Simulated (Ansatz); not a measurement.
**CH6BSb: a ladder of functionals and wavefunction methods**

How much do the methods differ for CH6BSb? The plan is to run it at one geometry with functionals of several rungs and with coupled cluster. The yardstick is the atomisation energy at the CCSD(T) limit.

Computed with Ansatz 0.2.0, Gaussian basis. Level: functionals in def2-TZVPP, the program's frozen cores in correlated methods.

The runs, in order: LDA (SPW92), PBE-D4, revPBE-D4, BLYP-D4, r2SCAN-D4, B97M-V, PBE0-D4, B3LYP-D4, r2SCANh-D4, r2SCAN0-D4, HSE06-D4, BHLYP-D4, CAM-B3LYP-D4, LC-ωPBE, ωB97X-V, ωB97M-V, B2PLYP, PBE-QIDH; CCSD(T)/def2-SVP; CCSD(T)/def2-TZVPP; MP2/def2-QZVPP; extrapolation to the limit; RPA on PBE.

### Step 1. The geometry

The geometry comes from an earlier relaxation with PBE0-D4 in a triple-zeta def2 set; it is a stationary point, not always the lowest conformer. Sb takes the def2 core potential; no spin-orbit term is included.

SMILES `C[BH][SbH2]`, 9 atoms, charge 0, spin multiplicity 1.

Atoms are counted from 1 here; the program's logs count them from 0.

Bond lengths: C1–B2 1.551 Å, C1–H4 1.102 Å, C1–H5 1.095 Å, C1–H6 1.091 Å, B2–Sb3 2.227 Å, B2–H7 1.199 Å, Sb3–H8 1.703 Å, Sb3–H9 1.705 Å. Angles: B2–C1–H4 105.1°, B2–C1–H5 112.5°, B2–C1–H6 116.5°, H4–C1–H5 104.9°, H4–C1–H6 107.2°, H5–C1–H6 109.8°, C1–B2–Sb3 123.7°, C1–B2–H7 119.7°, Sb3–B2–H7 116.5°, B2–Sb3–H8 95.0°, B2–Sb3–H9 95.1°, H8–Sb3–H9 94.0°.

### Step 2. LDA

This LDA is Slater exchange with PW92 correlation.

Contents of in.yaml:

```yaml
crystal:
  periodic: [false, false, false]
  atoms:
    - {symbol: C, position_ang: [-0.696545, 0.976654, -0.600458]}
    - {symbol: B, position_ang: [0.386180, -0.132177, -0.547035]}
    - {symbol: Sb, position_ang: [1.415246, -0.767032, 1.323686]}
    - {symbol: H, position_ang: [-1.637767, 0.449265, -0.824524]}
    - {symbol: H, position_ang: [-0.551655, 1.662636, -1.441476]}
    - {symbol: H, position_ang: [-0.856675, 1.545286, 0.316368]}
    - {symbol: H, position_ang: [0.752715, -0.653490, -1.562157]}
    - {symbol: H, position_ang: [1.257968, -2.435018, 1.019162]}
    - {symbol: H, position_ang: [0.019032, -0.692423, 2.299233]}
basis:
  gaussian: {orbitals: def2-TZVPP}
hamiltonian: {xc: lda}
output: {orbitals: {seedname: orbitals}}
```

After this run come: PBE-D4 (GGA); revPBE-D4 (GGA); BLYP-D4 (GGA); r2SCAN-D4 (meta-GGA); B97M-V (meta-GGA); PBE0-D4 (hybrid); B3LYP-D4 (hybrid); r2SCANh-D4 (hybrid); r2SCAN0-D4 (hybrid); HSE06-D4 (hybrid); BHLYP-D4 (hybrid); CAM-B3LYP-D4 (range-separated); LC-ωPBE (range-separated); ωB97X-V (range-separated); ωB97M-V (range-separated); B2PLYP (double hybrid); PBE-QIDH (double hybrid); CCSD(T) in def2-SVP; CCSD(T) in def2-TZVPP; MP2 in def2-QZVPP; RPA on PBE orbitals.

Before running them: what should the planned runs give, taken together? Wanted: atomisation energy, CCSD(T)/CBS; farthest beyond LDA; mean size of error, GGA; mean size of error, meta-GGA; mean size of error, hybrid; mean size of error, range-separated; mean size of error, double hybrid; gap, smallest and largest; T1 diagnostic.

The runs gave:

| quantity | value |
| --- | --- |
| atomisation energy, CCSD(T)/CBS | 2826.2 kJ/mol |
| functionals within 28.3 kJ/mol (1.0 %) | revPBE-D4, BLYP-D4, r2SCAN-D4, PBE0-D4, B3LYP-D4, r2SCANh-D4, r2SCAN0-D4, HSE06-D4, CAM-B3LYP-D4, LC-ωPBE, ωB97X-V, ωB97M-V, B2PLYP, PBE-QIDH |
| farthest beyond LDA | B97M-V (+40.4 kJ/mol) |
| mean size of error, GGA | 22.5 kJ/mol |
| mean size of error, meta-GGA | 25.6 kJ/mol |
| mean size of error, hybrid | 14.1 kJ/mol |
| mean size of error, range-separated | 22.0 kJ/mol |
| mean size of error, double hybrid | 23.5 kJ/mol |
| gap, smallest and largest | 3.19 eV (LDA (SPW92)), 9.86 eV (LC-ωPBE) |
| T1 diagnostic | 0.0139 |
| triples share of the correlation energy | 3.2 % |

In words: LDA overbinds by 380.1 kJ/mol (13 %). PBE-D4 misses by +36.1 kJ/mol. Double hybrids carry the basis error of their MP2 part in triple zeta, and no dispersion term here, so their miss is partly the set-up's. The rungs hybrid, range-separated, GGA, double hybrid, meta-GGA miss on average by less than the doubt on the reference (28.3 kJ/mol), so they tie. Misses under about 28.3 kJ/mol are within the doubt on the reference itself, which lacks core-valence correlation, spin-orbit coupling and higher excitations, and its outer-core shells are covered unevenly. All levels share the lack of spin-orbit coupling, which lowers the free heavy atoms and so the true binding. Hartree-Fock recovers 74 % of the binding; the rest is correlation. CCSD(T) in def2-SVP is off by -163.2 kJ/mol, which most functionals beat. Orbital gaps span 3.2 to 9.9 eV; exact exchange widens them. Correlated methods include outer-core shells of Sb, which these sets cover unevenly.
